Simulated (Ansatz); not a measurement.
# C4N4O4Ti: how energies converge with the basis set

The task here is to estimate one member of a computed series from the others.

Method: one geometry, several basis sets; program: Ansatz 0.2.0, Gaussian basis.

The runs, in order: PBE0-D4/def2-SVP; ωB97M-V/def2-SVP; PBE0-D4/def2-QZVPP; ωB97M-V/def2-QZVPP; the functionals' def2-TZVPP values are taken from earlier runs.

### Structure used throughout

The geometry comes from an earlier relaxation with PBE0-D4 in a triple-zeta def2 set; it is a stationary point, not always the lowest conformer.

SMILES `O=C=[N][Ti]([N]=C=O)([N]=C=O)[N]=C=O`, 13 atoms, charge 0, spin multiplicity 1.

Atoms are counted from 1 here; the program's logs count them from 0.

Bond lengths: O1–C2 1.161 Å, C2–N3 1.204 Å, N3–Ti4 1.866 Å, Ti4–N5 1.866 Å, Ti4–N8 1.866 Å, Ti4–N11 1.866 Å, N5–C6 1.204 Å, C6–O7 1.161 Å, N8–C9 1.204 Å, C9–O10 1.161 Å, N11–C12 1.204 Å, C12–O13 1.161 Å. Angles: O1–C2–N3 180.0°, C2–N3–Ti4 179.8°, N3–Ti4–N5 109.5°, N3–Ti4–N8 109.5°, N3–Ti4–N11 109.5°, N5–Ti4–N8 109.5°, N5–Ti4–N11 109.5°, N8–Ti4–N11 109.5°, Ti4–N5–C6 179.7°, N5–C6–O7 180.0°, Ti4–N8–C9 179.8°, N8–C9–O10 180.0°, Ti4–N11–C12 179.8°, N11–C12–O13 180.0°.

The first run:

Input file in.yaml:

```yaml
crystal:
  periodic: [false, false, false]
  atoms:
    - {symbol: O, position_ang: [-2.619585, -0.782174, 3.228391]}
    - {symbol: C, position_ang: [-1.900586, -0.566396, 2.343375]}
    - {symbol: N, position_ang: [-1.154404, -0.342261, 1.424843]}
    - {symbol: Ti, position_ang: [0.003318, -0.000522, 0.001345]}
    - {symbol: N, position_ang: [0.457202, 1.809845, -0.010795]}
    - {symbol: C, position_ang: [0.743716, 2.979691, -0.019883]}
    - {symbol: O, position_ang: [1.020081, 4.106781, -0.028580]}
    - {symbol: N, position_ang: [1.548914, -1.028500, 0.196040]}
    - {symbol: C, position_ang: [2.544110, -1.695237, 0.321607]}
    - {symbol: O, position_ang: [3.503084, -2.337504, 0.442596]}
    - {symbol: N, position_ang: [-0.838857, -0.441665, -1.604763]}
    - {symbol: C, position_ang: [-1.381744, -0.729701, -2.640637]}
    - {symbol: O, position_ang: [-1.904847, -1.007057, -3.638739]}
basis:
  gaussian: {orbitals: def2-SVP}
hamiltonian: {xc: pbe0, dispersion: d4}
output: {orbitals: {seedname: orbitals}}
```

Launch:

```
ansatz run in.yaml --threads 4 --pin off --events-out ev --progress --plain --max-ram 46080MiB --backend cpu
```

Steps of the session up to this table: PBE0-D4 in def2-SVP; ωB97M-V in def2-SVP; PBE0-D4 in def2-QZVPP; ωB97M-V in def2-QZVPP.

One table of the session follows, with a row left open; its other results are not shown here.

It belongs to the step «Density functionals: the series». 

```
functional       basis  HOMO (eV)  LUMO (eV)
   PBE0-D4    def2-SVP      -8.90      -3.53
   PBE0-D4  def2-TZVPP      -9.02      -3.56
   PBE0-D4  def2-QZVPP          ?          ?
   ωB97M-V    def2-SVP     -10.99      -1.48
   ωB97M-V  def2-TZVPP     -11.15      -1.55
   ωB97M-V  def2-QZVPP     -11.18      -1.58
```

Estimate the missing values for PBE0-D4, def2-QZVPP.

**Answer.** HOMO (eV): -9.05; LUMO (eV): -3.59. In the column «HOMO (eV)» it lies between ωB97M-V, def2-SVP (-10.99) and PBE0-D4, def2-TZVPP (-9.02).
